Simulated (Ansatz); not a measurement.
# GaH (triplet): from Hartree-Fock to the top rungs at distance Ga1–H2 = 5.369 Å, cc-pVQZ

How much of the correlation energy of GaH (triplet) does each wave-function method recover here?

The runs use Ansatz 0.2.0, Gaussian basis; cc-pVQZ, core rule «outside noble gas», up to 14 orbitals frozen.

To be run: UHF; CCSD(T) on ROHF; CCSD(T) on UHF; BCCD(T) on ROHF; CCSDT(Q) on ROHF; CCSDT(Q) on UHF; CASSCF and NEVPT2, 4 electrons in 5 orbitals; Full CI.

22 further runs of the same task are left out: 3 for a known fault of the program, 15 that didn't finish, 4 set aside as unsound or not needed.

### Step 1. What is computed

The geometry derives from a PBE0/def2-TZVP stationary point (not a proven minimum). One bond is set to the value named and the two fragments are kept rigid. No spin-orbit coupling is included. The filled d shell of Ga may be among the frozen orbitals whatever the setting's name suggests; the logs give the count.

2 atoms, charge 0, spin multiplicity 3.

Atoms are counted from 1 here; the program's logs count them from 0.

No contacts short enough for the rule that draws bonds.

In the tables R marks a restricted open-shell determinant and U an unrestricted one; 'valence' is the active space of 4 electrons in 5 orbitals; energies count from the table's Hartree-Fock row.

### Step 2. UHF

in.yaml reads:

```yaml
crystal:
  periodic: [false, false, false]
  atoms:
    - {symbol: Ga, position_ang: [0.000000, 0.000000, 0.000000]}
    - {symbol: H, position_ang: [0.000000, 0.000000, 5.369000]}
basis:
  gaussian: {orbitals: cc-pVQZ}
magnetization: {spin_polarized: true, initial_magnetization: 2}
hamiltonian: {xc: hf}
output: {orbitals: {seedname: orbitals}}
```

Command:

```sh
ansatz run in.yaml --threads 1 --pin off --events-out ev --progress --plain --max-ram 2393MiB
```

The program printed:

```text
Functional definition: HF
  name "HF"
  cite "Fock, Z. Phys. 61, 126 (1930) doi:10.1007/BF01340294"
  parent pbe
  exchange = exact_x
  correlation = 0
619 factors; their error is unknown
mean field evaluation 1: about -52346.5244 eV, gradient 4.3e0 eV
mean field evaluation 2: about -52346.8345 eV, gradient 1.9e0 eV
mean field evaluation 4: about -52346.9080 eV, gradient 1.5e-1 eV
mean field evaluation 8: about -52348.2890 eV, gradient 1.4e-1 eV
mean field evaluation 16: about -52347.9038 eV, gradient 4.5e0 eV
mean field evaluation 32: about -52348.2878 eV, gradient 3.0e-3 eV
mean field evaluation 64: about -52348.2890 eV, gradient 7.1e-2 eV
mean field evaluation 96: about -52346.8344 eV, gradient 1.9e0 eV
mean field -52348.28915687 eV, -1923.7641435702 hartree, gradient 2.6e-6 eV, S^2 2.013343; 4 other end points of the search recorded, 0 dependent functions left out
reference -52348.28915687 eV, -1923.7641435702 hartree; 17, 15 occupied and 81, 83 virtual orbitals, 619 factors
Total energy: -52348.28915687 eV, -1923.7641435702 hartree
```

Run time: 3.9 s. Hardware: 1 thread of Arm Neoverse V2, shared host.

From the report: ⟨S²⟩ of the determinant 2.013 (pure triplet: 2.00).

### Step 3. CCSD(T) on ROHF

in.yaml reads:

```yaml
crystal:
  periodic: [false, false, false]
  atoms:
    - {symbol: Ga, position_ang: [0.000000, 0.000000, 0.000000]}
    - {symbol: H, position_ang: [0.000000, 0.000000, 5.369000]}
basis:
  gaussian: {orbitals: cc-pVQZ}
magnetization: {spin_polarized: false, initial_magnetization: 2}
correlation: {method: ccsd_t, electrons: outside_noble_gas}
```

The command is unchanged.

The program printed, shortened:

```text
Functional definition: HF
  name "HF"
  cite "Fock, Z. Phys. 61, 126 (1930) doi:10.1007/BF01340294"
  parent pbe
[...]
597 factors; integrals over basis functions are off by at most 3.8e-4 eV
[...]
mean field -52348.20203684 eV, -1923.7609419681 hartree, gradient 1.8e-6 eV, S^2 2.000000; 9 other end points of the search recorded, 0 dependent functions left out
[...]
determinant -52348.20203684 eV, -1923.7609419681 hartree, with singles and doubles -52349.67231651 eV, -1923.8149737494 hartree
determinant -52348.19892875 eV, -1923.7608277477 hartree, with singles and doubles -52349.67013228 eV, -1923.8148934805 hartree
determinant -52348.20203684 eV, -1923.7609419681 hartree, with singles and doubles -52349.59633340 eV, -1923.8121814215 hartree
determinant -52348.19892875 eV, -1923.7608277477 hartree, with singles and doubles -52349.59429852 eV, -1923.8121066410 hartree
14 core orbitals not correlated: weight in the atoms' cores, before any rotation towards them, 1.000 or more for the frozen orbitals, at most 0.000 for the correlated occupied ones
reference -52348.20203684 eV, -1923.7609419681 hartree; 3, 1 occupied and 81, 83 virtual orbitals, 597 factors
second order -1.02521613 eV of doubles, -0.04861362 eV of singles
cycle   1  -1.39429624 eV  change    3.2e-7 eV  update   1.2e-6
perturbative correction -0.03021705 eV, -0.0011104562 hartree
Total energy: -52349.62655013 eV, -1923.8132918661 hartree
```

It took 15 s on 1 thread of Arm Neoverse V2, shared host; peak memory 0.42 GiB.

From the report: correlation -1.4245 eV; T1 0.021; largest double amplitude 0.07.

### Step 4. CCSD(T) on UHF

Changes to in.yaml since step 3:

```diff
@@ -7,3 +7,3 @@
   gaussian: {orbitals: cc-pVQZ}
-magnetization: {spin_polarized: false, initial_magnetization: 2}
+magnetization: {spin_polarized: true, initial_magnetization: 2}
 correlation: {method: ccsd_t, electrons: outside_noble_gas}
```

The command is unchanged.

The program printed, shortened:

```text
Functional definition: HF
  name "HF"
  cite "Fock, Z. Phys. 61, 126 (1930) doi:10.1007/BF01340294"
  parent pbe
[...]
597 factors; integrals over basis functions are off by at most 3.8e-4 eV
[...]
mean field -52348.28989359 eV, -1923.7641706440 hartree, gradient 2.4e-6 eV, S^2 2.013343; 11 other end points of the search recorded, 0 dependent functions left out
determinant -52348.28989359 eV, -1923.7641706440 hartree, with singles and doubles -52349.67309863 eV, -1923.8150024918 hartree
determinant -52348.28700231 eV, -1923.7640643915 hartree, with singles and doubles -52349.67129151 eV, -1923.8149360814 hartree
determinant -52345.23518624 eV, -1923.6519122196 hartree, with singles and doubles -52345.58107845 eV, -1923.6646235239 hartree
determinant -52345.23490735 eV, -1923.6519019705 hartree, with singles and doubles -52345.58016036 eV, -1923.6645897845 hartree
determinant -52348.28989359 eV, -1923.7641706440 hartree, with singles and doubles -52349.60367706 eV, -1923.8124512962 hartree
determinant -52348.28700231 eV, -1923.7640643915 hartree, with singles and doubles -52349.60165920 eV, -1923.8123771411 hartree
14 core orbitals not correlated: weight in the atoms' cores, before any rotation towards them, 1.000 or more for the frozen orbitals, at most 0.000 for the correlated occupied ones
reference -52348.28989359 eV, -1923.7641706440 hartree; 3, 1 occupied and 81, 83 virtual orbitals, 597 factors
second order -0.98145114 eV of doubles, -0.00000000 eV of singles
cycle   1  -1.31378334 eV  change    1.4e-7 eV  update   1.6e-6
perturbative correction -0.02685708 eV, -0.0009869794 hartree
Total energy: -52349.63053400 eV, -1923.8134382705 hartree
```

Wall time 16 s (1 thread of Arm Neoverse V2, shared host); peak memory 0.42 GiB.

From the report: ⟨S²⟩ of the determinant 2.013 (pure triplet: 2.00); correlation -1.3406 eV; T1 0.013; largest double amplitude 0.07.

### Step 5. BCCD(T) on ROHF

in.yaml reads:

```yaml
crystal:
  periodic: [false, false, false]
  atoms:
    - {symbol: Ga, position_ang: [0.000000, 0.000000, 0.000000]}
    - {symbol: H, position_ang: [0.000000, 0.000000, 5.369000]}
basis:
  gaussian: {orbitals: cc-pVQZ}
magnetization: {spin_polarized: false, initial_magnetization: 2}
correlation: {method: bccd_t, electrons: outside_noble_gas}
```

Launched as before.

The program printed, shortened:

```text
Functional definition: HF
  name "HF"
  cite "Fock, Z. Phys. 61, 126 (1930) doi:10.1007/BF01340294"
  parent pbe
[...]
597 factors; integrals over basis functions are off by at most 3.8e-4 eV
[...]
mean field -52348.20203684 eV, -1923.7609419681 hartree, gradient 1.8e-6 eV, S^2 2.000000; 9 other end points of the search recorded, 0 dependent functions left out
[...]
determinant -52348.20203684 eV, -1923.7609419681 hartree, with singles and doubles -52349.67231651 eV, -1923.8149737494 hartree
determinant -52348.19892875 eV, -1923.7608277477 hartree, with singles and doubles -52349.67013228 eV, -1923.8148934805 hartree
determinant -52348.20203684 eV, -1923.7609419681 hartree, with singles and doubles -52349.59633340 eV, -1923.8121814215 hartree
determinant -52348.19892875 eV, -1923.7608277477 hartree, with singles and doubles -52349.59429852 eV, -1923.8121066410 hartree
14 core orbitals not correlated: weight in the atoms' cores, before any rotation towards them, 1.000 or more for the frozen orbitals, at most 0.000 for the correlated occupied ones
reference -52348.20203684 eV, -1923.7609419681 hartree; 3, 1 occupied and 81, 83 virtual orbitals, 597 factors
second order -1.02521613 eV of doubles, -0.04861362 eV of singles
cycle   1  -1.39646690 eV  change   -2.2e-3 eV  update   1.3e-3
[...]
cycle   6  -1.39578512 eV  change   -1.2e-6 eV  update   1.5e-6
perturbative correction -0.02859693 eV, -0.0010509177 hartree
Total energy: -52349.62641888 eV, -1923.8132870428 hartree
```

Wall time 15 s (1 thread of Arm Neoverse V2, shared host); peak memory 0.45 GiB.

From the report: correlation -1.4244 eV; largest double amplitude 0.07.

### Step 6. CCSDT(Q) on ROHF

Changes to in.yaml since step 5:

```diff
@@ -8,2 +8,2 @@
 magnetization: {spin_polarized: false, initial_magnetization: 2}
-correlation: {method: bccd_t, electrons: outside_noble_gas}
+correlation: {method: ccsdt_q, electrons: outside_noble_gas}
```

Same command.

The program printed, shortened:

```text
Functional definition: HF
  name "HF"
  cite "Fock, Z. Phys. 61, 126 (1930) doi:10.1007/BF01340294"
  parent pbe
[...]
972 factors; integrals over basis functions are off by at most 2.3e-7 eV
[...]
mean field -52348.20204349 eV, -1923.7609422124 hartree, gradient 5.8e-6 eV, S^2 2.000000; 9 other end points of the search recorded, 0 dependent functions left out
[...]
determinant -52348.20204349 eV, -1923.7609422124 hartree, with singles and doubles -52349.67233122 eV, -1923.8149742902 hartree
determinant -52348.19893231 eV, -1923.7608278787 hartree, with singles and doubles -52349.67014388 eV, -1923.8148939066 hartree
determinant -52348.20204349 eV, -1923.7609422124 hartree, with singles and doubles -52349.59634107 eV, -1923.8121817034 hartree
determinant -52348.19893231 eV, -1923.7608278787 hartree, with singles and doubles -52349.59430312 eV, -1923.8121068102 hartree
14 core orbitals not correlated: weight in the atoms' cores, before any rotation towards them, 1.000 or more for the frozen orbitals, at most 0.000 for the correlated occupied ones
reference -52348.20204349 eV, -1923.7609422124 hartree; 3, 1 occupied and 81, 83 virtual orbitals, 972 factors
second order -1.02522592 eV of doubles, -0.04861333 eV of singles
cycle   1  -1.27525903 eV  change   -2.0e-1 eV  update   5.3e-2
[...]
cycle  12  -1.43285993 eV  change   -9.5e-8 eV  update   4.4e-7
perturbative correction -0.00000230 eV, -0.0000000845 hartree
Total energy: -52349.63490571 eV, -1923.8135989280 hartree
```

Wall time 61 s (1 thread of Arm Neoverse V2, shared host); peak memory 0.97 GiB.

From the report: correlation -1.4329 eV; T1 0.022; largest double amplitude 0.08.

### Step 7. CCSDT(Q) on UHF

Changes to in.yaml since step 6:

```diff
@@ -7,3 +7,3 @@
   gaussian: {orbitals: cc-pVQZ}
-magnetization: {spin_polarized: false, initial_magnetization: 2}
+magnetization: {spin_polarized: true, initial_magnetization: 2}
 correlation: {method: ccsdt_q, electrons: outside_noble_gas}
```

Same command.

The program printed, shortened:

```text
Functional definition: HF
  name "HF"
  cite "Fock, Z. Phys. 61, 126 (1930) doi:10.1007/BF01340294"
  parent pbe
[...]
972 factors; integrals over basis functions are off by at most 2.3e-7 eV
[...]
mean field -52348.28989979 eV, -1923.7641708721 hartree, gradient 2.8e-6 eV, S^2 2.013343; 11 other end points of the search recorded, 0 dependent functions left out
determinant -52348.28989979 eV, -1923.7641708721 hartree, with singles and doubles -52349.67311282 eV, -1923.8150030131 hartree
determinant -52348.28700636 eV, -1923.7640645405 hartree, with singles and doubles -52349.67130319 eV, -1923.8149365106 hartree
determinant -52345.23518861 eV, -1923.6519123067 hartree, with singles and doubles -52345.58107443 eV, -1923.6646233762 hartree
determinant -52345.23490974 eV, -1923.6519020585 hartree, with singles and doubles -52345.58015647 eV, -1923.6645896417 hartree
determinant -52348.28989979 eV, -1923.7641708721 hartree, with singles and doubles -52349.60368481 eV, -1923.8124515811 hartree
determinant -52348.28700636 eV, -1923.7640645405 hartree, with singles and doubles -52349.60166378 eV, -1923.8123773096 hartree
14 core orbitals not correlated: weight in the atoms' cores, before any rotation towards them, 1.000 or more for the frozen orbitals, at most 0.000 for the correlated occupied ones
reference -52348.28989979 eV, -1923.7641708721 hartree; 3, 1 occupied and 81, 83 virtual orbitals, 972 factors
second order -0.98146079 eV of doubles, -0.00000000 eV of singles
cycle   1  -1.18243244 eV  change   -2.0e-1 eV  update   5.4e-2
[...]
cycle  12  -1.34893574 eV  change   -1.5e-7 eV  update   4.2e-7
perturbative correction -0.00000217 eV, -0.0000000798 hartree
Total energy: -52349.63883771 eV, -1923.8137434262 hartree
```

Run time: 60 s. Hardware: 1 thread of Arm Neoverse V2, shared host; peak memory 0.95 GiB.

From the report: ⟨S²⟩ of the determinant 2.013 (pure triplet: 2.00); correlation -1.3489 eV; T1 0.012; largest double amplitude 0.08.

### Step 8. CASSCF and NEVPT2, 4 electrons in 5 orbitals

in.yaml reads:

```yaml
crystal:
  periodic: [false, false, false]
  atoms:
    - {symbol: Ga, position_ang: [0.000000, 0.000000, 0.000000]}
    - {symbol: H, position_ang: [0.000000, 0.000000, 5.369000]}
basis:
  gaussian: {orbitals: cc-pVQZ}
magnetization: {spin_polarized: false, initial_magnetization: 2}
correlation: {method: sc_nevpt2, electrons: outside_noble_gas, active_space: {window: {electrons: 4, orbitals: 5}, shells: [{species: Ga, l: s, shell: 4}, {species: Ga, l: p, shell: 4}, {species: H, l: s, shell: 1}]}}
```

The command is unchanged.

The program printed, shortened:

```text
Functional definition: HF
  name "HF"
  cite "Fock, Z. Phys. 61, 126 (1930) doi:10.1007/BF01340294"
  parent pbe
[...]
972 factors; integrals over basis functions are off by at most 2.3e-7 eV
[...]
mean field -52348.20204349 eV, -1923.7609422124 hartree, gradient 5.8e-6 eV, S^2 2.000000; 8 other end points of the search recorded, 0 dependent functions left out
reference -52348.20204349 eV, -1923.7609422124 hartree; 17, 15 occupied and 81, 83 virtual orbitals, 972 factors
state -52348.82851723 eV, -1923.7839646980 hartree
state -52348.82851723 eV, -1923.7839646980 hartree; corrected -52349.45215421 eV, -1923.8068829340 hartree
Total energy: -52349.45215421 eV, -1923.8068829340 hartree
Checks for a lower state left out: starts, orbital_swaps
```

Wall time 6 s (1 thread of Arm Neoverse V2, shared host).

From the report: 24 determinants; active occupations 1.93, 1.00, 1.00, 0.04, 0.04.

### Step 9. Full CI

in.yaml reads:

```yaml
crystal:
  periodic: [false, false, false]
  atoms:
    - {symbol: Ga, position_ang: [0.000000, 0.000000, 0.000000]}
    - {symbol: H, position_ang: [0.000000, 0.000000, 5.369000]}
basis:
  gaussian: {orbitals: cc-pVQZ}
magnetization: {spin_polarized: false, initial_magnetization: 2}
correlation: {method: fci, electrons: outside_noble_gas}
```

The command is unchanged.

The program printed, shortened:

```text
Functional definition: HF
  name "HF"
  cite "Fock, Z. Phys. 61, 126 (1930) doi:10.1007/BF01340294"
  parent pbe
[...]
972 factors; integrals over basis functions are off by at most 2.3e-7 eV
[...]
mean field -52348.20204349 eV, -1923.7609422124 hartree, gradient 5.8e-6 eV, S^2 2.000000; 8 other end points of the search recorded, 0 dependent functions left out
[...]
determinant -52348.20204349 eV, -1923.7609422124 hartree, with singles and doubles -52349.67189180 eV, -1923.8149581414 hartree
determinant -52348.19893231 eV, -1923.7608278787 hartree, with singles and doubles -52349.66970204 eV, -1923.8148776696 hartree
determinant -52348.20204349 eV, -1923.7609422124 hartree, with singles and doubles -52349.59591699 eV, -1923.8121661188 hartree
determinant -52348.19893231 eV, -1923.7608278787 hartree, with singles and doubles -52349.59387678 eV, -1923.8120911425 hartree
14 core orbitals not correlated: weight in the atoms' cores, before any rotation towards them, 1.000 or more for the frozen orbitals, at most 0.000 for the correlated occupied ones
reference -52348.20204349 eV, -1923.7609422124 hartree; 3, 1 occupied and 81, 83 virtual orbitals, 972 factors
state -52349.63445196 eV, -1923.8135822529 hartree
Total energy: -52349.63445196 eV, -1923.8135822529 hartree
```

It took 43 s on 1 thread of Arm Neoverse V2, shared host; peak memory 0.58 GiB.

From the report: 3,037,760 determinants, symmetry B1.

### Step 10. Natural occupations

Natural occupations of the FCI state about the gap (report; correlated orbitals 1 to 10): 1.903, 1.000, 0.982, 0.037, 0.037, 0.011, 0.008, 0.008, 0.006, 0.004. The count of effectively unpaired electrons, Σ n²(2 − n)², is 2.05; a single determinant of this spin has 2.

### Step 11. All levels against the top one

The yardstick is full CI for this spin, exact in this basis with these frozen cores. Rows without a time come out of other runs: HF, MP2 and CCSD of CCSD(T), CCSDT of CCSDT(Q), CASSCF and MRCISD of the multireference runs.

Differences are taken before rounding.

```csv
method,energy from the lowest RHF (kcal/mol),from FCI (kcal/mol),time
RHF,0.00,+33.03,
UHF,-2.03,+31.01,
RMP2,-24.76,+8.27,
UMP2,-24.66,+8.37,
RCCSD,-32.15,+0.88,
UCCSD,-32.32,+0.71,
RCCSD(T),-32.85,+0.18,15 s
UCCSD(T),-32.94,+0.09,16 s
BCCD(T),-32.85,+0.19,15 s
RCCSDT,-33.04,-0.01,
UCCSDT,-33.13,-0.10,
RCCSDT(Q),-33.04,-0.01,61 s
UCCSDT(Q),-33.13,-0.10,60 s
CASSCF valence,-14.45,+18.59,
NEVPT2 valence,-28.83,+4.20,6 s
FCI,-33.03,0,43 s
```

Among the levels timed on like hardware and quicker than the yardstick, those that no quicker one beats, quickest first: NEVPT2 valence (6 s, +4.20 kcal/mol); RCCSD(T) (15 s, +0.18 kcal/mol); UCCSD(T) (16 s, +0.09 kcal/mol).

### Step 12. What came out

| quantity | value |
| --- | --- |
| FCI below the RHF energy | -1.4324 eV |
| RMP2 from FCI | +8.27 kcal/mol |
| UMP2 from FCI | +8.37 kcal/mol |
| RCCSD from FCI | +0.88 kcal/mol |
| RCCSD(T) from FCI | +0.18 kcal/mol |
| UCCSD(T) from FCI | +0.09 kcal/mol |
| RCCSDT(Q) from FCI | -0.01 kcal/mol |
| UCCSDT(Q) from FCI | -0.10 kcal/mol |
| NEVPT2 valence from FCI | +4.20 kcal/mol |
| levels within 1 kcal/mol (43 meV) | RCCSD, UCCSD, RCCSD(T), UCCSD(T), BCCD(T), RCCSDT, UCCSDT, RCCSDT(Q), UCCSDT(Q) |
| T1 diagnostic | 0.021 |
| effectively unpaired electrons | 2.05 |

In words: RCCSD(T) lands +0.18 kcal/mol from the yardstick (0.6 % of the correlation energy). UCCSDT, UCCSDT(Q) fall below full CI: unrestricted runs freeze a spin-polarised core, another one than full CI's, and coupled cluster isn't variational. One determinant dominates. These misses are within one basis, not against nature; the frozen cores of restricted and unrestricted runs differ, which can shift their rows.

UCCSD(T) reaches 0.09 kcal/mol from the reference in 16 s, where FCI took 43 s; the quickest level in the cost chart, NEVPT2 valence, takes 6 s and misses by 4.20 kcal/mol.
